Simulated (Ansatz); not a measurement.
# Ti3Si: the cost of one run

Computed with Ansatz 0.2.0 (DFT PBEsol, scalar-relativistic, plane waves, PAW, unless a step's input says otherwise).

### 1 Starting point

The structure is cubic, space group Fm-3m (No. 225). The conventional cell has a = 6.216 Å, b = 6.216 Å, c = 6.216 Å, α = 90.00°, β = 90.00°, γ = 90.00°. Ti (site symmetry -43m) has 4 Si at 2.69 Å and 4 Ti at 2.69 Å as nearest neighbours. Around Ti (site symmetry m-3m) lie 8 Ti at 2.69 Å. Si (site symmetry m-3m) is surrounded by 8 Ti at 2.69 Å.

Structure file:

```
CELL_PARAMETERS angstrom
0.00000 3.10797 3.10797
3.10797 0.00000 3.10797
3.10797 3.10797 0.00000
ATOMIC_POSITIONS crystal
Ti 0.75000 0.75000 0.75000
Ti 0.25000 0.25000 0.25000
Ti 0.00000 0.00000 0.00000
Si 0.50000 0.50000 0.50000
```

It goes back to an entry of the Materials Project, which need not be the stable form.

This cell was relaxed beforehand with the same method: volume 15.01 Å³/atom, gap on the mesh none (metal), site moments up to 0.7 μB.

### 2 The undisturbed cell

input.yaml

```yaml
crystal:
  lattice:
    - [0.0, 3.107973839, 3.107973839]
    - [3.107973839, 0.0, 3.107973839]
    - [3.107973839, 3.107973839, 0.0]
  atoms:
    - { symbol: Ti, position: [0.75, 0.75, 0.75], spin: 0.19 }
    - { symbol: Ti, position: [0.25, 0.25, 0.25], spin: 0.19 }
    - { symbol: Ti, position: [0.0, 0.0, 0.0], spin: 0.8 }
    - { symbol: Si, position: [0.5, 0.5, 0.5] }
basis:
  ecutwfc: 420
kpoints:
  mp_grid: { grid: [14, 14, 14] }
hamiltonian:
  xc: pbesol
scf:
  occupations: { method: gaussian, width: 0.15 }
output:
  forces: true
  stress: true
  eigenvalues: true
  populations: true
magnetization:
  spin_polarized: true
```

The run is started by

```
> ansatz run input.yaml --threads 1 --pin off --max-ram 2560MiB --backend cpu --events-out ev --progress --plain --runs-dir out
```

What time and memory should one allow on 1 thread of Intel Xeon Platinum 8488C (Sapphire Rapids), shared host?

About 19 s, with a peak of 0.62 GiB.
